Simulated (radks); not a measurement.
# Ho⁶²⁺ in [He] 2s2 2p1: an all-electron calculation

Wanted: eigenvalues, radial structure and energy terms of the holmium ion Ho62+.

Program: radks (a radial shooting solver on a logarithmic mesh, Libxc functionals) version 1. Level of theory: scalar-relativistic Kohn-Sham, MS2 meta-GGA, spin-polarised, spherical densities, finite nucleus; open shells are filled with parallel spins first. These are calculated values, not measurements, unless marked.

## 1. The system

```
element            : holmium (Z = 67)
charge             : +62
electrons          : 5
configuration      : [He] 2s2 2p1
nuclear rms radius : 5.2022 fm
```

The outer shells:

Ho⁶²⁺
```
[He] core
2s [↑↓]
2p [↑ ][  ][  ]
```

## 2. The calculation

Input:

```text
Z 67
configuration [He] 2s2 2p1
relativity scalar-relativistic
functional ms2,regtpss
spin polarised
nucleus finite rms 5.2022 fm
c 137.035999084
```

Launch:

```sh
> python run_ks.py task.json out
```

The same process makes all the runs of this session.

What does the calculation give?

As calculated:

```
                        quantity                       value
                    total energy          -6424.1876 hartree
exchange-correlation share of it                      1.08 %
                            −T/E                      1.1296
          highest occupied level          2p up, -14196.9 eV
    most extended occupied level  2s down, <r> = 0.0845 bohr
 radius at density 0.001 e/bohr³                  0.321 bohr
    maxima of the radial density                           2
         ionisation energy, NIST           14998 (theory) eV
```

What this shows: The radial density shows 2 maxima for 2 occupied principal shells. −T/E is 1.130: with relativity the kinetic term as defined here no longer equals −E. The top level binds by 14196.9 eV, 95 % of the NIST ionisation energy of 14998 eV. Open shells are spherical and high-spin; term and fine-structure splittings are not resolved. Spin-orbit splitting is averaged out at the scalar-relativistic level.
